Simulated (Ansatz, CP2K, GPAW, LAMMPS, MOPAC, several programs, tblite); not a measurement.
## What each method gives for Na2ICl (ordering on rocksalt)

Na2ICl, ordered on the rocksalt lattice (R-3m) with 4 atoms a cell, relaxed with r2SCAN in Ansatz, was computed with several methods. The symmetry is R-3m (No. 166, trigonal); a = 4.283 Å, c = 20.933 Å in the conventional setting, 27.71 Å³ an atom. Cl has 6 Na at 2.91 Å; I has 6 Na at 3.16 Å; Na has 3 Cl at 2.91 Å and 3 I at 3.16 Å. Spin-unpolarised throughout. Whether this structure exists isn't addressed.

```
CELL_PARAMETERS angstrom
2.14136 1.23631 6.97776
-2.14136 1.23631 6.97776
0.00000 -2.47263 6.97776
ATOMIC_POSITIONS crystal
Cl 0.00000 0.00000 0.00000
I 0.50000 0.50000 0.50000
Na 0.26032 0.26032 0.26032
Na 0.73968 0.73968 0.73968
```

Gaps and times are for a single point on this cell; volume and bulk modulus come from each method's own relaxation or energy curve at fixed shape, which is too stiff where a cell has free coordinates or axes. Times are rough, from shared hosts (Arm Neoverse V1), and each method has its own mesh and cell size. A double dagger marks a value from a curve with shape and coordinates held. A star marks a curve whose lowest point is an end point. PM6 (MOPAC), PM7 (MOPAC), GFN1-xTB (tblite), GFN2-xTB (tblite) treat a cluster of cells at its zone centre, which samples few k points: where these miss a band edge, the gap comes out too large for that reason alone. Gaps from k meshes are read at a limited set of points (mesh, symmetry points, PBE's band edges), so each method's own least gap may be somewhat smaller. Force fields have no electrons; where one was fitted to this phase, its volume and modulus reflect the fit. xTB and the PM methods were fitted mostly to molecules, and can miss a solid's gap by electronvolts. Minimal bases can be far off for gaps. GLLB-SC's gap includes the derivative discontinuity. d marks a direct gap, i an indirect one (no mark: not told apart), a dash a value that wasn't computed or didn't pass its checks.

```tsv
method	kind	gap (eV)	own volume (Å³/atom)	bulk modulus (GPa)	atoms computed	processor time
ffield.eim (LAMMPS)	force field	–	–	–	4	0.14 s
light PBE (260 eV, its own mesh)	light plane-wave	3.18 d	–	–	4	1.9 s
GFN1-xTB (tblite)	tight binding	1.67	27.83‡	22‡	108	6.4 s
GFN2-xTB (tblite)	tight binding	3.41	30.69*‡	–	108	9.3 s
PM7 (MOPAC)	semi-empirical	13.46	–	–	108	9.4 s
PM6 (MOPAC)	semi-empirical	7.29	–	–	108	11 s
PBE	semilocal	3.20 d	28.70	19‡	4	14 s
r2SCAN	semilocal	3.87 d	27.71	21‡	4	32 s
PBE/single zeta (GPAW)	small basis	3.13 d	–	–	4	34 s
PBE/SZV (CP2K)	small basis	2.93 d	29.24‡	21‡	4	48 s
PBE/DZVP (CP2K)	small basis	3.06 d	–	–	4	60 s
GLLB-SC (GPAW)	model potential	6.26	–	–	4	100 s
```

Against r2SCAN (3.87 eV) the nearest gap at the points sampled is that of GFN2-xTB (tblite) (-0.46 eV) and the farthest that of PM7 (MOPAC) (+9.59 eV). r2SCAN is only a yardstick of convenience: semilocal gaps usually lie below measured ones, which GLLB-SC and hybrids aim to mend.

Volumes against r2SCAN's: PBE +3.6 %.

Spin-orbit coupling is left out, which matters wherever the heavy atoms make up the band edges.
